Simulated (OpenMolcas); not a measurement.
# Os²⁺ among point charges: CASSCF levels and susceptibility

How does a field of 6 point charges split the states of Os²⁺, and what χT follows?

Method: state-averaged CASSCF, spin-orbit coupling by RASSI with atomic mean-field integrals. Code: OpenMolcas 26.06.

1 further run of the same task is left out (it didn't finish).

### 1 What is computed

| Quantity | Value |
| --- | --- |
| Species | Os²⁺ (osmium, Z = 76, 74 electrons) |
| Basis | ANO-RCC-VDZP [7s6p4d2f1g], 68 functions |
| Scalar Hamiltonian | DKH2, point nucleus |
| Inactive shells | 1s 2s 2p 3s 3p 3d 4s 4p 4d 4f 5s 5p |
| Active space | 6 electrons in 5 orbitals (5d) |
| Some configurations of this space | 5d⁶ |
| Orbitals | optimised for each spin and parity, averaged over all roots |

The outer shells:

5d6
```
5d [↑↓][↑ ][↑ ][↑ ][↑ ]
```

The ion sits among 6 point charges of -1.7 e arranged as a trigonal antiprism (D3d), 1.85 Å from the ion, with a polar angle of 64.6° against the regular 54.74°. The active orbitals were held to one l.

Each step is its own input file, run in one work folder so that later steps find the files of earlier ones. Labels, J, g values, rates, χT and fits are worked out afterwards by a script from the matrices that RASSI stores. The input lists half of the charges; inversion (Group=XYZ) makes the rest.

### 2 One- and two-electron integrals

File a.inp:

```
&GATEWAY
Coord
1

Os 0.0 0.0 0.0
Basis=ANO-RCC-VDZP
Group=XYZ
NoMove
AngMom=0.0 0.0 0.0
AMFI
XField
3 Angstrom 0
0.000000 1.671004 0.793879 -1.700000
1.447132 -0.835502 0.793879 -1.700000
1.447132 0.835502 -0.793879 -1.700000
&SEWARD
```

Launch:

```console
> OMP_NUM_THREADS=1 MOLCAS_MEM=1689 MOLCAS_PROJECT=a pymolcas a.inp > a.log
```

### 3 CASSCF: quintets of even parity, 5 roots

File a.inp:

```
&RASSCF
FileOrb=start.orb
Symmetry=1
Spin=5
nActEl=6 0 0
Inactive=15 19
Ras2=5 0
CIRoot=5 5 1
SDav=5
CIMx=300
Iter=120 100
PrWF=0.3
OrbListing=Nothing
MaxOrb=0
SupSym
1
20 4 5 6 7 8 10 11 12 13 14 16 17 18 19 20 23 24 25 26 27
0
>>> COPY $Project.JobIph JOB001
```

start.orb holds the contracted functions of the basis, ordered by shell, or the orbitals of the step before.

### 4 Reference wave functions, triplets of even parity, 45 roots

File a.inp:

```
&RASSCF
FileOrb=start.orb
Symmetry=1
Spin=3
nActEl=6 0 0
Inactive=15 19
Ras2=5 0
CIRoot=45 45 1
SDav=45
CIMx=300
Iter=120 100
PrWF=0.3
OrbListing=Nothing
MaxOrb=0
SupSym
1
20 4 5 6 7 8 10 11 12 13 14 16 17 18 19 20 23 24 25 26 27
0
>>> COPY $Project.JobIph JOB002
```

### 5 CASSCF: singlets of even parity, 50 roots

File a.inp:

```
&RASSCF
FileOrb=start.orb
Symmetry=1
Spin=1
nActEl=6 0 0
Inactive=15 19
Ras2=5 0
CIRoot=50 50 1
SDav=50
CIMx=300
Iter=120 100
PrWF=0.3
OrbListing=Nothing
MaxOrb=0
SupSym
1
20 4 5 6 7 8 10 11 12 13 14 16 17 18 19 20 23 24 25 26 27
0
>>> COPY $Project.JobIph JOB003
```

### 6 RASSI: spin-orbit coupling between the states

File a.inp:

```
&RASSI
NrOfJobIphs=3 5 45 50
1 2 3 4 5
1 2 3 4 5 6 7 8 9 10 11 12 13 14 15 16 17 18 19 20 21 22 23 24 25 26 27
28 29 30 31 32 33 34 35 36 37 38 39 40 41 42 43 44 45
1 2 3 4 5 6 7 8 9 10 11 12 13 14 15 16 17 18 19 20 21 22 23 24 25 26 27
28 29 30 31 32 33 34 35 36 37 38 39 40 41 42 43 44 45 46 47 48 49 50
IphNames
JOB001
JOB002
JOB003
EJob
SpinOrbit
DIPRint=1.0
SOCoupling=1000.0
Subsets=2
Property=9
'ANGMOM' 1 'ANGMOM' 2 'ANGMOM' 3 'MLTPL  1' 1 'MLTPL  1' 2 'MLTPL  1' 3
'AMFI' 1 'AMFI' 2 'AMFI' 3
SOProperty=3
'ANGMOM' 1 'ANGMOM' 2 'ANGMOM' 3
```

Q: Predict the outcome of this session. Wanted: spin-free ground state; first state of the same spin within the active space; lowest level; next level.

As calculated:

| quantity | value |
| --- | --- |
| method | CASSCF |
| spin-free ground state | 1A1, 1-fold in its orbital part |
| first state of the same spin within the active space | 1A2 at 16100 cm⁻¹ |
| lowest level | 1-fold A1 |
| next level | 8364.3 cm⁻¹ |
| χT at 300 K | 0.08 cm³ K/mol |
| effective moment at 300 K | 0.78 μB |

In words: The spin-free ground state (1A1) comes to 48 % from free-ion G terms and has less than the highest spin computed. The field of point charges can differ much from that of real complexes. With metal d orbitals alone active, the gaps between spin states are rough; where two lie within a few thousand cm-1, their order is open. This is an electrostatic model: the charges have no orbitals.
